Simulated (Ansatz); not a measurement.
# Si₃H₈O: up Jacob's ladder to CCSD(T)

One table from this session's results is given with a row withheld; the runs are named, their logs left out.

Program: Ansatz 0.2.0, Gaussian basis. Level of theory: functionals in def2-TZVPP, the program's frozen cores in correlated methods. These are calculated values, not measurements.

Plan: LDA (SPW92), PBE-D4, revPBE-D4, BLYP-D4, r2SCAN-D4, B97M-V, PBE0-D4, B3LYP-D4, r2SCANh-D4, r2SCAN0-D4, HSE06-D4, BHLYP-D4, CAM-B3LYP-D4, LC-ωPBE, ωB97X-V, ωB97M-V, B2PLYP, PBE-QIDH; CCSD(T)/def2-SVP; CCSD(T)/def2-TZVPP; MP2/def2-QZVPP; extrapolation to the limit; RPA on PBE.

### Structure used throughout

An earlier PBE0-D4 in a triple-zeta def2 set relaxation fixed the geometry.

SMILES `[SiH3]O[SiH2][SiH3]`, 12 atoms, charge 0, spin multiplicity 1.

Atoms are counted from 1 here; the program's logs count them from 0.

Bond lengths: Si1–O2 1.634 Å, Si1–H5 1.489 Å, Si1–H6 1.484 Å, Si1–H7 1.484 Å, O2–Si3 1.640 Å, Si3–Si4 2.347 Å, Si3–H8 1.488 Å, Si3–H9 1.488 Å, Si4–H10 1.488 Å, Si4–H11 1.488 Å, Si4–H12 1.489 Å. Angles: O2–Si1–H5 109.8°, O2–Si1–H6 109.3°, O2–Si1–H7 109.4°, H5–Si1–H6 109.4°, H5–Si1–H7 109.3°, H6–Si1–H7 109.5°, Si1–O2–Si3 145.7°, O2–Si3–Si4 111.8°, O2–Si3–H8 108.6°, O2–Si3–H9 108.8°, Si4–Si3–H8 109.8°, Si4–Si3–H9 109.8°, H8–Si3–H9 108.0°, Si3–Si4–H10 111.0°, Si3–Si4–H11 111.0°, Si3–Si4–H12 108.8°, H10–Si4–H11 108.6°, H10–Si4–H12 108.7° and more.

The first run:

The input, in.yaml:

```yaml
crystal:
  periodic: [false, false, false]
  atoms:
    - {symbol: Si, position_ang: [-0.850535, 1.999925, -0.086345]}
    - {symbol: O, position_ang: [-0.424092, 0.848162, 0.991281]}
    - {symbol: Si, position_ang: [0.225135, -0.644535, 1.193520]}
    - {symbol: Si, position_ang: [0.750778, -1.650105, -0.861235]}
    - {symbol: H, position_ang: [-0.575630, 1.524037, -1.469727]}
    - {symbol: H, position_ang: [-2.298458, 2.292618, 0.054833]}
    - {symbol: H, position_ang: [-0.067256, 3.233490, 0.173477]}
    - {symbol: H, position_ang: [-0.749241, -1.490393, 1.934507]}
    - {symbol: H, position_ang: [1.454231, -0.523307, 2.023756]}
    - {symbol: H, position_ang: [1.749115, -0.841142, -1.611871]}
    - {symbol: H, position_ang: [-0.464696, -1.805789, -1.705714]}
    - {symbol: H, position_ang: [1.327650, -2.998161, -0.602481]}
basis:
  gaussian: {orbitals: def2-TZVPP}
hamiltonian: {xc: lda}
output: {orbitals: {seedname: orbitals}}
```

Among the steps run: LDA; PBE-D4 (GGA); revPBE-D4 (GGA); BLYP-D4 (GGA); r2SCAN-D4 (meta-GGA); B97M-V (meta-GGA); PBE0-D4 (hybrid); B3LYP-D4 (hybrid); r2SCANh-D4 (hybrid); r2SCAN0-D4 (hybrid); HSE06-D4 (hybrid); BHLYP-D4 (hybrid); CAM-B3LYP-D4 (range-separated); LC-ωPBE-D4 (range-separated; the results give it without D4); ωB97X-V (range-separated); ωB97M-V (range-separated); B2PLYP (double hybrid); PBE-QIDH (double hybrid).

One of the session's tables, all rows but one given; the rest of the session is left out.

It belongs to the step «Orbital energies across the functionals». 

| functional | HOMO (eV) | gap (eV) |
| --- | --- | --- |
| LDA (SPW92) | -6.89 | 5.17 |
| PBE-D4 | -6.81 | 5.33 |
| revPBE-D4 | -6.78 | 5.41 |
| BLYP-D4 | -6.69 | 5.40 |
| r2SCAN-D4 | -7.09 | 5.92 |
| B97M-V | -7.24 | 5.82 |
| PBE0-D4 | -7.99 | 7.38 |
| B3LYP-D4 | -7.80 | 7.02 |
| r2SCANh-D4 | -7.52 | 6.64 |
| r2SCAN0-D4 | -8.17 | 7.73 |
| HSE06-D4 | -7.60 | 6.61 |
| BHLYP-D4 | -9.09 | 9.42 |
| CAM-B3LYP-D4 | ? | ? |
| LC-ωPBE | -10.60 | 12.16 |
| ωB97X-V | -10.28 | 11.71 |
| ωB97M-V | -10.07 | 11.19 |

**Question.** Estimate the row for CAM-B3LYP-D4.

As computed: HOMO (eV): -9.29; gap (eV): 9.74. In the column «HOMO (eV)» it lies between ωB97M-V (-10.07) and BHLYP-D4 (-9.09).
